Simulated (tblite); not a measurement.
# C6H14P2: the cost of one run

Computed with tblite 0.8.0 and PySCF 2.14.0, with density-fitted response routines of our own, on a single molecule, in the gas phase or a continuum. Atoms count from 0, in the outputs and in this text.

### 1 The starting structure

22 atoms, charge 0, multiplicity 1; geometry from: force field or distance geometry start.

Bonds of the start (Å): C0–P1 1.85, P1–C2 1.83, C2–C3 1.35, C3–P4 1.83, P4–C5 1.82, C5–C6 1.52, C5–C7 1.49, C0–H8 1.11, C0–H9 1.09, C0–H10 1.13, P1–H11 1.42, C2–H12 1.08, C3–H13 1.09, P4–H14 1.45, C5–H15 1.13, C6–H16 1.11, C6–H17 1.13, C6–H18 1.10, C7–H19 1.12, C7–H20 1.14, C7–H21 1.09.

### 2 Relaxing the molecule with GFN2-xTB

What the job is given:

```
{"job": {"kind": "relax", "xc": "GFN2-xTB", "basis": "xTB"}, "charge": 0, "multiplicity": 1}
C      3.748900     0.527300     0.464000
P      2.728700     0.308900    -1.065800
C      1.699800    -1.202700    -1.039700
C      0.461300    -1.172000    -0.503500
P     -0.115300     0.400600     0.237600
C     -1.917400     0.673500     0.189800
C     -2.531100     0.044700     1.425800
C     -2.624600     0.218200    -1.044300
H      3.986100     1.609900     0.562300
H      4.682100    -0.035900     0.449000
H      3.129900     0.283100     1.377700
H      3.415700     0.537600    -2.288800
H      2.017400    -2.141600    -1.460400
H     -0.129900    -2.087600    -0.504500
H      0.291500     0.371700     1.630400
H     -2.138700     1.776500     0.311100
H     -3.627400    -0.082600     1.280300
H     -2.052800    -0.960100     1.607700
H     -2.346300     0.657300     2.325900
H     -2.874100     1.053300    -1.747100
H     -3.653200    -0.113100    -0.686500
H     -2.161000    -0.647400    -1.521800
```

Started as:

```sh
$ OMP_NUM_THREADS=1 python probes_run.py task.json out
```

One launch serves the whole session: the jobs run in the order shown.

Q: Estimate the wall time and peak memory of this first job on 1 thread of Arm Neoverse N1, shared host.

About 3.7 s, with a peak of 0.18 GiB.
